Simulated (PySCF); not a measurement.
# MgTe−: from the state search to spectroscopic constants

The task here is to estimate one member of a computed series from the others.

The runs use PySCF 2.14.0; Mg aug-cc-pVDZ, Te aug-cc-pVDZ-PP with ECP28, scalar-relativistic core potentials.

1 further run of the same task is left out (set aside as unsound or not needed).

Set-up of the first run:

A driver script around PySCF takes these settings:

| Item | Value |
| --- | --- |
| atoms | Mg, Te |
| charge | -1 |
| basis | Mg aug-cc-pVDZ, Te aug-cc-pVDZ-PP with ECP28 |
| Hamiltonian | scalar-relativistic core potentials |
| basis functions | 59 |
| electrons treated | 37 |
| masses in u | 23.9850, 129.9062 |
| levels | PBE0, PBE, r²SCAN, r²SCAN0, PW91, B97-3, ωB97X, HF, MP2, SCS-MP2 |
| grid | 80 radial by 434 angular points |
| occupations | held fixed by the projection of orbital angular momentum |
| dissociation limit | Mg + Te−, each in its ground configuration |
| starting distance in angstrom | 2.775 |
| values of 2S to try | 1, 3 |

The run is started by

```bash
OMP_NUM_THREADS=1 python dia.py task.json out
```

Steps of the session up to this table: The job; The PBE0 curve of the state that the search chose; Other states along the same grid; PBE; r²SCAN (meta-GGA); r²SCAN0 (hybrid meta-GGA); PW91; B97-3 (global hybrid GGA); ωB97X; UHF.

One table of the session follows, with a row left open; its other results are not shown here.

Energy (eV) from each level's lowest point:

| R (Å) | UHF | UHF-MP2 | UHF-SCS-MP2 | PBE | PW91 |
| --- | --- | --- | --- | --- | --- |
| 2.214 | 0.798 | 0.820 | 0.833 | 0.800 | 0.789 |
| 2.317 | 0.349 | 0.362 | 0.372 | 0.366 | 0.359 |
| 2.420 | 0.104 | 0.111 | 0.118 | 0.123 | 0.118 |
| 2.497 | 0.020 | 0.023 | 0.027 | 0.032 | 0.030 |
| 2.574 | 0.000 | 0.000 | 0.000 | 0.000 | 0.000 |
| 2.651 | 0.027 | 0.027 | 0.023 | 0.012 | 0.014 |
| 2.754 | 0.114 | 0.124 | 0.112 | 0.078 | 0.082 |
| 2.883 | 0.264 | 0.320 | 0.292 | 0.211 | 0.217 |
| 3.037 | ? | ? | ? | ? | ? |
| 3.243 | 0.624 | 0.938 | 0.841 | 0.675 | 0.688 |

Estimate the missing values for R (Å) = 3.037.

Worked estimate for «UHF». A straight line through the neighbours (2.883, 0.264) and (3.243, 0.624) gives 0.264 + (0.624 − 0.264) × (3.037 − 2.883) / (3.243 − 2.883) = 0.418; a parabola fitted to 3 rows on both sides gives 0.429.

The run gave: UHF: 0.443; UHF-MP2: 0.612; UHF-SCS-MP2: 0.555; PBE: 0.406; PW91: 0.416. In «UHF» the line misses by -0.025 and the parabola by -0.014.
